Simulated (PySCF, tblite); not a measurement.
# C6H9Si2 radical: geometry, infrared bands and EPR parameters

Wanted: the infrared bands and EPR parameters of C6H9Si2 radical (`C[C@@H]([SiH3])C#CC#C[SiH2]`), by calculation.

The runs use tblite 0.8.0 and PySCF 2.14.0, with density-fitted response routines of our own; the level of theory stands in each step. All values are computed, except where a source is named. Atoms count from 0, in the outputs and in this text.

### 1 The molecule as given

17 atoms, charge 0, multiplicity 2; geometry from: force field or distance geometry start.

Bonds of the start (Å): C0–C1 1.54, C1–Si2 1.88, C1–C3 1.48, C3–C4 1.20, C4–C5 1.54, C5–C6 1.21, C6–Si7 1.87, C0–H8 1.10, C0–H9 1.10, C0–H10 1.09, C1–H11 1.09, Si2–H12 1.48, Si2–H13 1.48, Si2–H14 1.49, Si7–H15 1.49, Si7–H16 1.48.

### 2 Geometry optimisation with GFN2-xTB

The job: settings as JSON, then the geometry in Å.

```
{"job": {"kind": "relax", "xc": "GFN2-xTB", "basis": "xTB"}, "charge": 0, "multiplicity": 2}
C     -1.848900    -1.765100     0.928800
C     -1.682100    -0.635200    -0.108600
Si    -2.870900     0.800900     0.142300
C     -0.269400    -0.180800    -0.108000
C      0.877000     0.167000    -0.096200
C      2.342300     0.627400    -0.110600
C      3.492900     0.990200    -0.114800
Si     5.273500     1.550900    -0.111300
H     -2.874700    -2.160800     0.914400
H     -1.653200    -1.417700     1.954100
H     -1.179300    -2.597500     0.719200
H     -1.900500    -1.064100    -1.086500
H     -2.708200     1.823800    -0.920300
H     -2.675400     1.445700     1.462400
H     -4.281900     0.312500     0.075100
H      6.013500     0.940800     1.026700
H      5.938400     1.173900    -1.383300
```

Launch:

```
OMP_NUM_THREADS=1 python probes_run.py task.json out
```

This one command runs all jobs of the session in turn.

**Question.** This job is followed by: GFN2-xTB harmonic vibrations, gas phase; UKS B3LYP, pcH-1 on C H Si, non-relativistic, mean-field spin-orbit, GIAO. Predict these results of the whole session: strongest single infrared mode (GFN2-xTB); zero-point energy (GFN2-xTB); g(iso) (B3LYP); ⟨S²⟩; largest a(iso) (averaged by class); potential on the surface of density 0.002 e/bohr³, 1st and 99th percentile.

As calculated:

| quantity | value |
| --- | --- |
| strongest single infrared mode (GFN2-xTB) | 2377 cm⁻¹, 499 km/mol |
| zero-point energy (GFN2-xTB) | 69.9 kcal/mol |
| g(iso) (B3LYP) | 2.00324 |
| ⟨S²⟩ | 0.767 (exact 0.75) |
| largest a(iso) (averaged by class) | 29Si on Si7, -132.9 MHz |
| potential on the surface of density 0.002 e/bohr³, 1st and 99th percentile | -0.76 V and 1.13 V |

In words: Relaxing lowered the energy by 0.845 eV in 155 steps; the close pair that moved most is C4–C5, from 1.536 to 1.340 Å. All 45 modes are real, so the xTB geometry is a minimum. The strongest single mode, at 2377 cm⁻¹, moves mainly H15 and H16. Unscaled tight-binding wavenumbers are off by several per cent, some by more. Its intensities can rank the bands wrongly. The largest share of the spin, 0.92 e, sits on Si7. The isotropic g lies 0.9 ppt above the free-electron value. The conformer search found further structures of the same energy, which may be mirror or relabelled copies of this one.
